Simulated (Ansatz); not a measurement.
Turn this script for Ansatz 0.2.0 through its Python package into the input file that the command-line program reads.

`opt_ch5alfn.py`:
```python
"""Geometry optimisation of CH5AlFN."""

import itertools

import ansatz as az
from ase.data import atomic_numbers, covalent_radii
import numpy as np

BASIS_SET = "def2-SVP"
XC = "B3LYP"

ch5alfn = (
    az.Crystal.molecule()
    .atom("N", [0.3532, 1.2936, -0.6773])
    .atom("C", [0.6765, -0.0213, -0.307])
    .atom("F", [1.6673, 0.0329, 0.6122])
    .atom("Al", [-0.7925, -1.0258, 0.4698])
    .atom("H", [-0.4641, 1.2778, -1.4117])
    .atom("H", [-0.0701, 1.8491, 0.1516])
    .atom("H", [1.07, -0.5642, -1.1973])
    .atom("H", [-0.6393, -2.5901, 0.6837])
    .atom("H", [-1.7124, -0.2982, 1.6589])
)

job = (
    ch5alfn.calculation()
    .basis(gaussian=BASIS_SET)
    .functional(XC)
)
symbols = [site.symbol for site in ch5alfn.cartesian_sites]
start = np.array([site.position_ang for site in ch5alfn.cartesian_sites], dtype=float)
def progress(event):
    if event["event"] == "relax_step":
        row = event["data"]
        print(f"step {row['step']:3d}  E = {row['lagrangian_ev']:.6f} eV  largest force component {row['allowed_force_max_ev_ang']:.4f} eV/A")


data = job.relax(force_tolerance=0.01).session().plan().execute(on_event=progress).report
end = np.array(data["positions_ang"])

print("reference energy %16.6f eV" % data["reference_energy_ev"])
print("total energy     %16.6f eV" % data["free_energy_ev"])
print("occupied orbitals outside the frozen core (up, down):", data["n_occupied"], " frozen:", data["n_frozen"], " virtual:", data["n_virtual"])

# pairs closer than 1.2 times the sum of covalent radii, before or after
radius = [covalent_radii[atomic_numbers[s]] for s in symbols]
span = lambda where, i, j: np.linalg.norm(where[i] - where[j])
bonded = [(i, j) for i, j in itertools.combinations(range(len(symbols)), 2) if min(span(start, i, j), span(end, i, j)) < 1.2 * (radius[i] + radius[j])]
print("pair        before    after (A)")
for i, j in bonded:
    print(f"{symbols[i]}{i}-{symbols[j]}{j}".ljust(10), f"{span(start, i, j):8.4f} {span(end, i, j):8.4f}")

charges = data["charge_distribution"]
dipole = np.array(charges["dipole_moment_e_ang"]) * 4.803205
print("dipole (D): {:.3f} {:.3f} {:.3f}, length {:.3f}".format(*dipole, np.linalg.norm(dipole)))
print("atom  Mulliken   Lowdin")
for symbol, m, l in zip(symbols, charges["mulliken_charges_e"], charges["lowdin_charges_e"]):
    print(f"{symbol:4s} {m:9.3f} {l:8.3f}")
with open("ch5alfn_opt.xyz", "w") as handle:
    handle.write(f"{len(symbols)}\nrelaxed CH5AlFN\n")
    handle.writelines(f"{s:2s} {x:11.6f} {y:11.6f} {z:11.6f}\n" for s, (x, y, z) in zip(symbols, end))
```

Running `python opt_ch5alfn.py` prints:
```text
step   1  E = -11914.907399 eV  largest force component 3.2406 eV/A
step   2  E = -11915.480707 eV  largest force component 1.2283 eV/A
step   3  E = -11915.591452 eV  largest force component 0.3211 eV/A
step   4  E = -11915.644905 eV  largest force component 0.3971 eV/A
step   5  E = -11915.697903 eV  largest force component 0.5504 eV/A
step   6  E = -11915.738389 eV  largest force component 1.4819 eV/A
step   7  E = -11915.787920 eV  largest force component 1.5586 eV/A
step   8  E = -11915.950617 eV  largest force component 1.5751 eV/A
step   9  E = -11916.175767 eV  largest force component 0.9652 eV/A
step  10  E = -11916.560952 eV  largest force component 1.7825 eV/A
step  11  E = -11917.098035 eV  largest force component 1.6486 eV/A
step  12  E = -11917.262038 eV  largest force component 1.6259 eV/A
step  13  E = -11917.396782 eV  largest force component 1.1853 eV/A
step  14  E = -11917.488141 eV  largest force component 0.3412 eV/A
step  15  E = -11917.496298 eV  largest force component 1.2222 eV/A
step  16  E = -11917.521108 eV  largest force component 0.9068 eV/A
step  17  E = -11917.557771 eV  largest force component 0.3157 eV/A
step  18  E = -11917.573610 eV  largest force component 0.1447 eV/A
step  19  E = -11917.583389 eV  largest force component 0.2578 eV/A
step  20  E = -11917.591611 eV  largest force component 0.1972 eV/A
step  21  E = -11917.595279 eV  largest force component 0.1522 eV/A
step  22  E = -11917.597780 eV  largest force component 0.0590 eV/A
step  23  E = -11917.598695 eV  largest force component 0.0554 eV/A
step  24  E = -11917.599153 eV  largest force component 0.1119 eV/A
step  25  E = -11917.599501 eV  largest force component 0.0878 eV/A
step  26  E = -11917.599364 eV  largest force component 0.0392 eV/A
step  27  E = -11917.599687 eV  largest force component 0.0171 eV/A
step  28  E = -11917.599704 eV  largest force component 0.0078 eV/A
reference energy    -11917.599959 eV
total energy        -11917.599959 eV
occupied orbitals outside the frozen core (up, down): [20, 20]  frozen: 0  virtual: [65, 65]
pair        before    after (A)
N0-C1        1.4038   1.2934
N0-H4        1.0989   1.0228
N0-H5        1.0839   1.0297
C1-F2        1.3526   3.0174
C1-Al3       1.9418   2.1005
C1-H6        1.1145   1.1030
F2-Al3       2.6817   1.6944
Al3-H7       1.5863   1.5984
Al3-H8       1.6702   1.6265
dipole (D): -0.419 5.188 -5.862, length 7.839
atom  Mulliken   Lowdin
N        0.001    0.336
C       -0.087    0.060
F       -0.429   -0.092
Al       0.676   -0.047
H        0.150    0.038
H        0.167    0.030
H        0.064    0.005
H       -0.236   -0.155
H       -0.307   -0.175
```

`input.yaml`:
```yaml
crystal:
  periodic: [false, false, false]
  atoms:
    - { symbol: "N", position_ang: [0.3532, 1.2936, -0.6773] }
    - { symbol: C, position_ang: [0.6765, -0.0213, -0.307] }
    - { symbol: F, position_ang: [1.6673, 0.0329, 0.6122] }
    - { symbol: Al, position_ang: [-0.7925, -1.0258, 0.4698] }
    - { symbol: H, position_ang: [-0.4641, 1.2778, -1.4117] }
    - { symbol: H, position_ang: [-0.0701, 1.8491, 0.1516] }
    - { symbol: H, position_ang: [1.07, -0.5642, -1.1973] }
    - { symbol: H, position_ang: [-0.6393, -2.5901, 0.6837] }
    - { symbol: H, position_ang: [-1.7124, -0.2982, 1.6589] }
basis:
  gaussian:
    orbitals: def2-SVP
hamiltonian:
  xc: b3lyp
relax:
  f_tol: 0.01
```

Reading the output:
- Total energies depend on the basis set; only differences at equal settings carry meaning.
- The end point is the stationary point reached from this start; no frequency run checks that it is a minimum, and the basis set is modest.
- The Löwdin charges here are taken after orthogonalising the functions within each atom; they differ from plain Löwdin charges, and their signs can be unphysical.
- b3lyp holds the VWN-RPA fit, as in Gaussian; the form of ORCA and Turbomole is b3lyp5.
- The bonding changed during the relaxation, so the end is another isomer than the start names.
- Hardware and time: 100 s on 1 thread of Arm Neoverse V1 (shared host), peak memory 0.24 GiB.

(Lines on the test bed's own set-up are left out of the output.)
